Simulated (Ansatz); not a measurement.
# Ga2AsSe4: the cost of one run

Method: DFT PBE, scalar-relativistic, plane waves, PAW, unless a step names another level, in Ansatz 0.2.0.

9 further runs of the same task are left out: 8 that didn't finish, 1 set aside as unsound or not needed.

### Step 1. The starting structure

Symmetry: P-3m1, No. 164, trigonal system. The conventional cell has a = 3.861 Å, b = 3.861 Å, c = 29.987 Å, α = 90.00°, β = 90.00°, γ = 120.00°. Ga (site symmetry 3m) has 4 Se at 2.35 to 2.50 Å as nearest neighbours. Ga (site symmetry 3m) is surrounded by 1 Ga at 2.46 Å and 3 Se at 2.51 Å. Around As (site symmetry 3m) lie 6 Se at 2.66 to 2.78 Å. Around Se (site symmetry 3m) lie 3 Ga at 2.50 Å. Se (site symmetry 3m) has 1 Ga at 2.35 Å as nearest neighbours. Se (site symmetry 3m) has 3 As at 2.66 Å as nearest neighbours. Se (site symmetry 3m) has 3 Ga at 2.51 Å as nearest neighbours.

Coordinates:

```
CELL_PARAMETERS angstrom
3.86148 0.00000 0.00000
-1.93074 3.34414 0.00000
0.00000 0.00000 29.98664
ATOMIC_POSITIONS crystal
Ga 0.66667 0.33333 0.74444
Ga 0.00000 0.00000 0.04106
Ga 0.00000 0.00000 0.95894
Ga 0.33333 0.66667 0.25556
As 0.00000 0.00000 0.61055
As 0.00000 0.00000 0.38945
Se 0.00000 0.00000 0.78224
Se 0.66667 0.33333 0.66594
Se 0.33333 0.66667 0.56234
Se 0.33333 0.66667 0.07936
Se 0.66667 0.33333 0.92064
Se 0.00000 0.00000 0.21776
Se 0.33333 0.66667 0.33406
Se 0.66667 0.33333 0.43766
```

It came out lowest among 18 distinct ends of the trial cells. At a tolerance of 0.02 Å it has space group P-3m1 (No. 164).

### Step 2. Relaxing to 0.001 eV/Å, on the response runs' mesh and smearing

input.yaml reads:

```yaml
crystal:
  lattice:
    - [3.8614786283, 0.0, 0.0]
    - [-1.9307393141, 3.3441385883, 0.0]
    - [0.0, 0.0, 29.9866367655]
  atoms:
    - { symbol: Ga, position: [0.6666666667, 0.3333333333, 0.7444360486] }
    - { symbol: Ga, position: [0.0, 0.0, 0.0410642623] }
    - { symbol: Ga, position: [1.0, 1.0, 0.9589357377] }
    - { symbol: Ga, position: [0.3333333333, 0.6666666667, 0.2555639514] }
    - { symbol: As, position: [1.0, 1.0, 0.6105527598] }
    - { symbol: As, position: [0.0, 0.0, 0.3894472402] }
    - { symbol: Se, position: [0.0, 0.0, 0.782238259] }
    - { symbol: Se, position: [0.6666666667, 0.3333333333, 0.665940427] }
    - { symbol: Se, position: [0.3333333333, 0.6666666667, 0.5623403884] }
    - { symbol: Se, position: [0.3333333333, 0.6666666667, 0.0793550687] }
    - { symbol: Se, position: [0.6666666667, 0.3333333333, 0.9206449313] }
    - { symbol: Se, position: [1.0, 1.0, 0.217761741] }
    - { symbol: Se, position: [0.3333333333, 0.6666666667, 0.334059573] }
    - { symbol: Se, position: [0.6666666667, 0.3333333333, 0.4376596116] }
basis:
  ecutwfc: 420
kpoints:
  mp_grid: { grid: [12, 12, 2] }
hamiltonian:
  xc: pbe
scf:
  occupations: { method: fixed }
output:
  forces: true
  stress: true
  eigenvalues: true
relax:
  adjacent_minimum: "off"
  f_tol: 0.001
  max_steps: 60
  cell: { stress_tol: 0.01 }
```

Started as:

```console
ansatz run input.yaml --threads 3 --pin off --max-ram 7680MiB --backend cpu --events-out ev --progress --plain --runs-dir out
```

What time and memory should one allow on 3 threads of Intel Xeon Platinum 8375C at 2.90GHz (Ice Lake), shared host?

About 4 min, with a peak of 1.9 GiB.
